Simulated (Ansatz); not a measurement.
# NaYbO2: the cost of one run

Computed with Ansatz 0.2.0 (DFT PBEsol+U (U_eff = 1 eV on Yb f), plane waves, PAW, no spin–orbit coupling unless a run says so, unless a step's input says otherwise).

1 further run of the same task is left out (it didn't finish).

## Step 1: Starting point

The structure is trigonal, space group R-3m (No. 166). The conventional cell has a = 3.278 Å, b = 3.278 Å, c = 17.852 Å, α = 90.00°, β = 90.00°, γ = 120.00°. Around Na (site symmetry -3m) lie 6 O at 2.60 Å. Yb (site symmetry -3m) has 6 O at 2.24 Å as nearest neighbours. O (site symmetry 3m) is surrounded by 3 Yb at 2.24 Å and 3 Na at 2.60 Å.

As a file:

```cif
data_structure
_symmetry_space_group_name_H-M 'P 1'
_symmetry_Int_Tables_number 1
_cell_length_a 12.0508
_cell_length_b 12.0508
_cell_length_c 12.4887
_cell_angle_alpha 15.218
_cell_angle_beta 15.218
_cell_angle_gamma 15.635
_cell_volume 110.76
loop_
_atom_site_label
_atom_site_type_symbol
_atom_site_fract_x
_atom_site_fract_y
_atom_site_fract_z
_atom_site_occupancy
Na1 Na 0.50000 0.50000 0.75000 1
Yb1 Yb 0.00000 0.00000 0.00000 1
O1 O 0.26670 0.26670 0.86665 1
O2 O 0.73330 0.73330 0.63335 1
Na2 Na 0.50000 0.50000 0.25000 1
Yb2 Yb 0.00000 0.00000 0.50000 1
O3 O 0.26670 0.26670 0.36665 1
O4 O 0.73330 0.73330 0.13335 1
```

An earlier series on this cell reached its lowest free state from «antiferromagnetic site moments held at first, then free», perhaps among other starts.

## Step 2: No spin polarisation

File input.yaml:

```yaml
crystal:
  lattice:
    - [1.63911187, -0.94634168, 11.90120316]
    - [-1.63911187, -0.94634168, 11.90120316]
    - [0.0, -3.78536672, 11.90120316]
  atoms:
    - { symbol: Na, position: [0.5, 0.5, 0.75] }
    - { symbol: Yb, position: [0.0, 0.0, 0.0] }
    - { symbol: O, position: [0.2667, 0.2667, 0.86665] }
    - { symbol: O, position: [0.7333, 0.7333, 0.63335] }
    - { symbol: Na, position: [0.5, 0.5, 0.25] }
    - { symbol: Yb, position: [0.0, 0.0, 0.5] }
    - { symbol: O, position: [0.2667, 0.2667, 0.36665] }
    - { symbol: O, position: [0.7333, 0.7333, 0.13335] }
basis:
  ecutwfc: 420
  ecutrho_ratio: 4
kpoints:
  mp_grid: { grid: [7, 7, 7] }
hamiltonian:
  xc: pbesol
  hubbard:
    sites: [{ site: 1, l: f, u_eff: 1.0 }, { site: 5, l: f, u_eff: 1.0 }]
scf:
  occupations: { method: gaussian, width: 0.05 }
  lower_state_search: "off"
  max_iter: 150
output:
  forces: true
  stress: true
  eigenvalues: true
  populations: true
  hubbard: { sites: [{ site: 1, l: f }, { site: 5, l: f }] }
```

Started as:

```
$ ansatz run input.yaml --threads 8 --pin off --max-ram 12288MiB --backend cpu --events-out ev --progress --plain --runs-dir out
```

**Question.** How long does this run take on 8 threads of Arm Neoverse N1, shared host, and how much memory does it need?

About 8.3 s, with a peak of 0.84 GiB.
